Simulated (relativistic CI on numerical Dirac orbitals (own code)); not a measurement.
# Dy: one ion under different settings

How much do the settings matter for Dy? One ion, several inputs.

The numbers are computed with relativistic CI on numerical Dirac orbitals (own code) version 3 (Dirac-Coulomb-Breit CI, KLI orbitals optimised for each configuration, model QED (radiative potential, 1s self-energy scaled to tabulated hydrogen-like ionisation energies), numerical settings as typed), except any that are marked as measured or tabulated.

## 1. The system

```
ion            : Dy (Dy I)
nuclear charge : 66
electrons      : 66
isotope        : A = 164
```

## 2. Usual settings

The run's settings:

```ini
atom Dy  Z=66  charge=0  electrons=66
nucleus A=164  rms_radius_fm=5.2218
hamiltonian dirac-coulomb  breit=on  qed=on  c_scale=1
orbitals kli  potential=per-configuration
slater_scale 1
correlation none
mixing on
grid step=0.0125 r_max=259.4
scf mixing=0.4 start=green max_iterations=150 tolerance=2e-08 node_fill=0.05
configurations
  [Xe] 4f10 6s2
end
```

On the command line:

```console
$ python run_levels.py task.json out
```

The settings of every run stand in task.json; they run in order.

## 3. End of the grid 181.58, QED terms off, speed-of-light factor 0.8

The run's settings:

```ini
atom Dy  Z=66  charge=0  electrons=66
nucleus A=164  rms_radius_fm=5.2218
hamiltonian dirac-coulomb  breit=on  qed=off  c_scale=0.8
orbitals kli  potential=per-configuration
slater_scale 1
correlation none
mixing on
grid step=0.0125 r_max=181.58
scf mixing=0.4 start=green max_iterations=150 tolerance=2e-08 node_fill=0.05
configurations
  [Xe] 4f10 6s2
end
```

## 4. Breit term off, grid step 0.03

The run's settings:

```ini
atom Dy  Z=66  charge=0  electrons=66
nucleus A=164  rms_radius_fm=5.2218
hamiltonian dirac-coulomb  breit=off  qed=on  c_scale=1
orbitals kli  potential=per-configuration
slater_scale 1
correlation none
mixing on
grid step=0.03 r_max=259.4
scf mixing=0.4 start=green max_iterations=150 tolerance=2e-08 node_fill=0.05
configurations
  [Xe] 4f10 6s2
end
```

## 5. Tolerance 1e-05, grid step 0.03, speed-of-light factor 0.8

The run's settings:

```ini
atom Dy  Z=66  charge=0  electrons=66
nucleus A=164  rms_radius_fm=5.2218
hamiltonian dirac-coulomb  breit=on  qed=on  c_scale=0.8
orbitals kli  potential=per-configuration
slater_scale 1
correlation none
mixing on
grid step=0.03 r_max=259.4
scf mixing=0.4 start=green max_iterations=150 tolerance=1e-05 node_fill=0.05
configurations
  [Xe] 4f10 6s2
end
```

## 6. Start potential bare, grid step 0.02

The run's settings:

```ini
atom Dy  Z=66  charge=0  electrons=66
nucleus A=164  rms_radius_fm=5.2218
hamiltonian dirac-coulomb  breit=on  qed=on  c_scale=1
orbitals kli  potential=per-configuration
slater_scale 1
correlation none
mixing on
grid step=0.02 r_max=259.4
scf mixing=0.4 start=bare max_iterations=150 tolerance=2e-08 node_fill=0.05
configurations
  [Xe] 4f10 6s2
end
```

## 7. End of the grid 64.85

The settings differ from step 6 so:

```diff
@@ -7,4 +7,4 @@
 mixing on
-grid step=0.02 r_max=259.4
-scf mixing=0.4 start=bare max_iterations=150 tolerance=2e-08 node_fill=0.05
+grid step=0.0125 r_max=64.85
+scf mixing=0.4 start=green max_iterations=57 tolerance=2e-08 node_fill=0.05
 configurations
```

## 8. Nuclear radius 5221.8

The run's settings:

```ini
atom Dy  Z=66  charge=0  electrons=66
nucleus A=164  rms_radius_fm=5221.8000
hamiltonian dirac-coulomb  breit=on  qed=on  c_scale=1
orbitals kli  potential=per-configuration
slater_scale 1
correlation none
mixing on
grid step=0.0125 r_max=259.4
scf mixing=0.4 start=green max_iterations=68 tolerance=2e-08 node_fill=0.05
configurations
  [Xe] 4f10 6s2
end
```

(Steps that only read results are left out.)

Q: Predict the outcome of this session. Wanted: lowest level, usual settings; total energy; first excitation.

The runs gave:

| setting | total energy less usual (Ha) | largest shift of a level among the lowest eight of both runs, same label and place (cm⁻¹) | SCF iterations | time | lowest level | kind of change |
| --- | --- | --- | --- | --- | --- | --- |
| usual | 0 | 0 | 46 | 0.32 s | 4f10 5I8 | - |
| end of the grid 181.58, QED terms off, speed-of-light factor 0.8 | -359 | 4520 | 44 | 0.28 s | 4f10 5I8 | unphysical constant |
| Breit term off, grid step 0.03 | -11.5 | 362 | 44 | 0.14 s | 4f10 5I8 | model term |
| tolerance 1e-05, grid step 0.03, speed-of-light factor 0.8 | -348 | 4570 | 37 | 0.13 s | 4f10 5I8 | unphysical constant |
| start potential bare, grid step 0.02 | 0.000177 | 0 | 51 | 0.24 s | 4f10 5I8 | numerical |
| end of the grid 64.85 | 0 | 0 | 49 | 0.33 s | 4f10 5I8 | extreme, harmless here |
| nuclear radius 5221.8 | 5.67e+03 | 16100 | 12 | 0.16 s | 4f10 5I8 | unsound |

```
                    quantity           value
lowest level, usual settings        4f10 5I8
                total energy  -12142.4031 Ha
            first excitation     4194.5 cm⁻¹
```

In words: Among the runs whose levels can be followed, they move most under «nuclear radius 5221.8» (unsound), by up to 16100 cm⁻¹. No visible change in the result comes from «end of the grid 64.85». Only the listed configurations are in the model. In a near-neutral ion this small CI can misplace whole configurations by 10,000 cm⁻¹ or more, above all where the count of f electrons changes.
